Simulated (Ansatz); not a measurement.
# GeBi3, space group Fm-3m: a point defect in a supercell

Run with the Python package of Ansatz (0.2.0).

Script `defect.py`:
```python
"""Point defect (vacancy) in GeBi3."""

import logging
import sys

import ansatz as az
import numpy as np
from pymatgen.core import Lattice, Structure
from pymatgen.io.ase import AseAtomsAdaptor

logging.basicConfig(stream=sys.stdout, format="%(name)s: %(message)s")
logger = logging.getLogger("calc")
logger.setLevel(logging.INFO)


def main() -> None:
    pmg_structure = Structure(
        Lattice([[0.0, 3.866821, 3.866821], [3.866821, 0.0, 3.866821], [3.866821, 3.866821, 0.0]]),
        ["Ge", "Bi", "Bi", "Bi"],
        [
            [0.0, 0.0, 0.0],
            [0.25, 0.25, 0.25],
            [0.75, 0.75, 0.75],
            [0.5, 0.5, 0.5],
        ],
    )
    gebi3 = az.Crystal.from_ase(AseAtomsAdaptor.get_atoms(pmg_structure))
    host = gebi3.supercell(2, 2, 1)
    defective = host.vacancy("Bi", at=[0.25, 0.25, 0.25])

    def prepare(structure):
        return (
            structure.calculation()
            .functional("pbesol")
            .basis(18 * az.Ha)
            .kpoints(3)
            .occupations("cold", width=100 * az.meV)
            .band_table()
        )


    perfect = prepare(host).run(threads=1, pin="off").report
    model = prepare(defective).forces()
    result = model.run(threads=1, pin="off")
    report = result.report

    n_host, n_defect = len(perfect["lattice"]["sites"]), len(report["lattice"]["sites"])
    logger.info(f"perfect cell: {n_host} atoms, F = {perfect['free_energy_ev']:.4f} eV")
    logger.info(f"defect cell:  {n_defect} atoms, F = {report['free_energy_ev']:.4f} eV")
    # chemical potentials are still to be added to this difference
    logger.info(f"difference {report['free_energy_ev'] - perfect['free_energy_ev']:.4f} eV (no chemical potentials)")


    for label, run in (("perfect", perfect), ("defect", report)):
        levels, filled = np.array(run["eigenvalues_ev"][0]), np.array(run["occupations"][0])
        top = int(np.argmin(np.abs(levels - run["fermi_energy_ev"])))
        window = slice(max(top - 3, 0), top + 4)
        print(label, "levels near E_F at the first k-point:", ", ".join(f"{e - run['fermi_energy_ev']:.2f} ({f:.2f})" for e, f in zip(levels[window], filled[window])))


if __name__ == "__main__":
    main()
```

```console
$ python defect.py
calc: perfect cell: 16 atoms, F = -163913.8879 eV
calc: defect cell:  15 atoms, F = -151671.5987 eV
calc: difference 12242.2892 eV (no chemical potentials)
perfect levels near E_F at the first k-point: -1.00 (2.00), -1.00 (2.00), -0.37 (2.00), -0.33 (2.00), 1.16 (0.00), 1.17 (0.00), 1.28 (0.00)
defect levels near E_F at the first k-point: -0.75 (2.00), -0.54 (2.00), -0.54 (2.00), -0.14 (2.17), 0.39 (0.00), 1.34 (0.00), 1.37 (0.00)
```

Reading the output:
- Absolute energies stand on the zero of these potentials, so only differences at equal settings mean something. A total without «per atom» is that of the cell as typed.
- The computed bands are complete only to about 3.4 eV above the Fermi level.
- For a metal this k-point mesh is coarse: on a finer one energies can move by several to tens of meV an atom and pressures by half a GPa or more, differences at one mesh by less.
- The atoms stand at ideal sites; relaxing them can change energy and levels by an eV or more.
- The difference holds no chemical potentials.
- Errors of mesh and smearing per atom add up over the supercell, so the energy can be off by tenths of an eV.
- Each cell's levels count from its own Fermi level and aren't aligned; one k-point can hide that the defect cell is metallic.
- The structure comes from a database of computed cells and needn't be a stable or known phase.
- Gaps and levels are Kohn-Sham values on a finite set of k-points, without spin-orbit coupling.
- The supercell is small, so the defect meets its images and the energies aren't those of an isolated defect; a partly filled defect level may also lower its energy by spin or distortion. For a charged cell the difference holds no correction, alignment or term for the electrons' reservoir.
- Wall time of the script: 49 s on 1 thread of Intel(R) Xeon(R) 6975P-C (Granite Rapids) (shared host), peak memory 1.2 GiB.
